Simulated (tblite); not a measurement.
# C4H9FSSi2: the cost of one run

The runs use tblite 0.8.0 and PySCF 2.14.0, with density-fitted response routines of our own; the level of theory stands in each step. All values are computed, except where a source is named. Atoms count from 0, in the outputs and in this text.

## (1) Starting geometry

17 atoms, charge 0, multiplicity 1; geometry from: force field or distance geometry start.

Bonds of the start (Å): C0–C1 1.21, C1–Si2 1.84, Si2–C3 1.86, C3–S4 1.79, S4–C5 1.80, Si2–Si6 2.23, Si6–F7 1.67, C0–H8 1.06, Si2–H9 1.46, C3–H10 1.12, C3–H11 1.12, C5–H12 1.12, C5–H13 1.09, C5–H14 1.14, Si6–H15 1.50, Si6–H16 1.46.

## (2) Geometry optimisation with GFN2-xTB

The job: settings as JSON, then the geometry in Å.

```
{"job": {"kind": "relax", "xc": "GFN2-xTB", "basis": "xTB"}, "charge": 0, "multiplicity": 1}
C     -1.884400     1.995900     2.230000
C     -1.375500     1.220300     1.451100
Si    -0.561800     0.044200     0.285900
C      0.742200     0.937200    -0.700200
S      1.851300    -0.288100    -1.385500
C      2.769900    -1.098000    -0.065300
Si    -2.151700    -0.828800    -1.018700
F     -2.863900     0.278800    -2.040400
H     -2.336200     2.677200     2.906100
H      0.079900    -1.056400     0.996700
H      1.263200     1.630900     0.015900
H      0.240800     1.561200    -1.480100
H      3.711700    -1.489700    -0.538300
H      2.254100    -1.928400     0.409800
H      3.086800    -0.327200     0.713300
H     -3.210600    -1.318000    -0.070500
H     -1.622700    -1.999300    -1.719900
```

On the command line:

```bash
$ OMP_NUM_THREADS=1 python probes_run.py task.json out
```

This one command runs all jobs of the session in turn.

Q: Estimate the wall time and peak memory of this first job on 1 thread of Arm Neoverse N1, shared host.

About 4.1 s, with a peak of 0.18 GiB.
